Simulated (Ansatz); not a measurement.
# Ta3N: an axial (c/a) deformation path

Aim: for Ta3N, look for other minima along an axial (c/a) path.

Computed with Ansatz 0.2.0 (DFT PBE, scalar-relativistic, plane waves, PAW, unless a step's input says otherwise).

## Step 1: Starting point

It takes space group P-3m1 (No. 164, trigonal). Conventional cell: a = 3.022 Å, b = 3.022 Å, c = 7.558 Å, α = 90.00°, β = 90.00°, γ = 120.00°. Ta (site symmetry -3m) has 12 Ta at 3.02 Å in its first shell of neighbours. Around Ta (site symmetry 3m) lie 3 N at 2.18 Å. N (site symmetry -3m) is surrounded by 6 Ta at 2.18 Å.

Structure file:

```cif
data_structure
_symmetry_space_group_name_H-M 'P 1'
_symmetry_Int_Tables_number 1
_cell_length_a 3.0218
_cell_length_b 3.0218
_cell_length_c 7.5576
_cell_angle_alpha 90.000
_cell_angle_beta 90.000
_cell_angle_gamma 120.000
_cell_volume 59.76
loop_
_atom_site_label
_atom_site_type_symbol
_atom_site_fract_x
_atom_site_fract_y
_atom_site_fract_z
_atom_site_occupancy
Ta1 Ta 0.00000 0.00000 0.50000 1
Ta2 Ta 0.33333 0.66667 0.17360 1
Ta3 Ta 0.66667 0.33333 0.82640 1
N1 N 0.00000 0.00000 0.00000 1
```

It goes back to an entry of the Materials Project, which need not be the stable form.

It is the result of an earlier relaxation at this level (volume 14.94 Å³/atom; gap on the mesh: none (metal)).

## Step 2: Zero of the scan

input.yaml

```yaml
crystal:
  lattice:
    - [3.0217748255, 0.0, 0.0]
    - [-1.5108874128, 2.6169337634, 0.0]
    - [0.0, 0.0, 7.5575881873]
  atoms:
    - { symbol: Ta, position: [0.0, 0.0, 0.5] }
    - { symbol: Ta, position: [0.3333333333, 0.6666666667, 0.1735950547] }
    - { symbol: Ta, position: [0.6666666667, 0.3333333333, 0.8264049453] }
    - { symbol: "N", position: [0.0, 0.0, 0.0] }
basis:
  ecutwfc: 420
kpoints:
  mp_grid: { grid: [24, 24, 8] }
hamiltonian:
  xc: pbe
scf:
  occupations: { method: gaussian, width: 0.15 }
output:
  forces: true
  stress: true
  eigenvalues: true
  write_density: true
  write_potential: true
  elf: true
  volumetric_format: npy
```

Run with:

```sh
ansatz run input.yaml --threads 1 --pin off --max-ram 2560MiB --backend cpu --events-out ev --progress --plain --runs-dir out
```

## Step 3: Next: an axial (c/a) deformation path

At fixed volume and fractional coordinates, lengths along (0.000, 0.000, 1.000) are scaled against those across it; ρ is that ratio over its starting value.

## Step 4: Point ρ = 0.850

Changes to input.yaml since step 2:

```diff
@@ -2,5 +2,5 @@
   lattice:
-    - [3.0217748255, 0.0, 0.0]
-    - [-1.5108874128, 2.6169337634, 0.0]
-    - [0.0, 0.0, 7.5575881873]
+    - [3.1899885448, 0.0, 0.0]
+    - [-1.5949942724, 2.7626111176, 0.0]
+    - [0.0, 0.0, 6.7815532148]
   atoms:
@@ -22,5 +22 @@
   eigenvalues: true
-  write_density: true
-  write_potential: true
-  elf: true
-  volumetric_format: npy
```

## Step 5: Point ρ = 1.200

Changes to input.yaml since step 4:

```diff
@@ -2,5 +2,5 @@
   lattice:
-    - [3.1899885448, 0.0, 0.0]
-    - [-1.5949942724, 2.7626111176, 0.0]
-    - [0.0, 0.0, 6.7815532148]
+    - [2.843598982, 0.0, 0.0]
+    - [-1.421799491, 2.4626289565, 0.0]
+    - [0.0, 0.0, 8.5343553308]
   atoms:
@@ -22 +22,5 @@
   eigenvalues: true
+  write_density: true
+  write_potential: true
+  elf: true
+  volumetric_format: npy
```

## Step 6: ρ = 0.920

Changes to input.yaml since step 5:

```diff
@@ -2,5 +2,5 @@
   lattice:
-    - [2.843598982, 0.0, 0.0]
-    - [-1.421799491, 2.4626289565, 0.0]
-    - [0.0, 0.0, 8.5343553308]
+    - [3.1069396892, 0.0, 0.0]
+    - [-1.5534698447, 2.6906886989, 0.0]
+    - [0.0, 0.0, 7.1489420245]
   atoms:
@@ -22,5 +22 @@
   eigenvalues: true
-  write_density: true
-  write_potential: true
-  elf: true
-  volumetric_format: npy
```

## Step 7: Point ρ = 1.100

Changes to input.yaml since step 6:

```diff
@@ -2,5 +2,5 @@
   lattice:
-    - [3.1069396892, 0.0, 0.0]
-    - [-1.5534698447, 2.6906886989, 0.0]
-    - [0.0, 0.0, 7.1489420245]
+    - [2.9272818301, 0.0, 0.0]
+    - [-1.4636409151, 2.5351004288, 0.0]
+    - [0.0, 0.0, 8.0533828769]
   atoms:
```

## Step 8: ρ = 0.960

Changes to input.yaml since step 7:

```diff
@@ -2,5 +2,5 @@
   lattice:
-    - [2.9272818301, 0.0, 0.0]
-    - [-1.4636409151, 2.5351004288, 0.0]
-    - [0.0, 0.0, 8.0533828769]
+    - [3.0631741456, 0.0, 0.0]
+    - [-1.5315870728, 2.6527866263, 0.0]
+    - [0.0, 0.0, 7.3546844727]
   atoms:
@@ -22 +22,5 @@
   eigenvalues: true
+  write_density: true
+  write_potential: true
+  elf: true
+  volumetric_format: npy
```

## Step 9: Point ρ = 1.050

Changes to input.yaml since step 8:

```diff
@@ -2,5 +2,5 @@
   lattice:
-    - [3.0631741456, 0.0, 0.0]
-    - [-1.5315870728, 2.6527866263, 0.0]
-    - [0.0, 0.0, 7.3546844727]
+    - [2.9730279976, 0.0, 0.0]
+    - [-1.4865139988, 2.5747177721, 0.0]
+    - [0.0, 0.0, 7.8074537984]
   atoms:
@@ -22,5 +22 @@
   eigenvalues: true
-  write_density: true
-  write_potential: true
-  elf: true
-  volumetric_format: npy
```

## Step 10: Point ρ = 0.800

Changes to input.yaml since step 9:

```diff
@@ -2,5 +2,5 @@
   lattice:
-    - [2.9730279976, 0.0, 0.0]
-    - [-1.4865139988, 2.5747177721, 0.0]
-    - [0.0, 0.0, 7.8074537984]
+    - [3.2551082548, 0.0, 0.0]
+    - [-1.6275541274, 2.8190064407, 0.0]
+    - [0.0, 0.0, 6.5129320655]
   atoms:
@@ -22 +22,5 @@
   eigenvalues: true
+  write_density: true
+  write_potential: true
+  elf: true
+  volumetric_format: npy
```

## Step 11: ρ = 1.300

Changes to input.yaml since step 10:

```diff
@@ -2,5 +2,5 @@
   lattice:
-    - [3.2551082548, 0.0, 0.0]
-    - [-1.6275541274, 2.8190064407, 0.0]
-    - [0.0, 0.0, 6.5129320655]
+    - [2.76873239, 0.0, 0.0]
+    - [-1.384366195, 2.397792586, 0.0]
+    - [0.0, 0.0, 9.0021336917]
   atoms:
@@ -22,5 +22 @@
   eigenvalues: true
-  write_density: true
-  write_potential: true
-  elf: true
-  volumetric_format: npy
```

(Steps that only read results are left out.)

**Question.** What will these runs give? Wanted: highest point.

**Answer**, as computed:

| quantity | value |
| --- | --- |
| highest point | 434.5 meV/atom at ρ = 1.300 |

In words: The undisturbed cell stays the lowest of the sampled points. No sampled point inside the path is a dip, apart from those named. Spin-orbit coupling is left out for Ta.
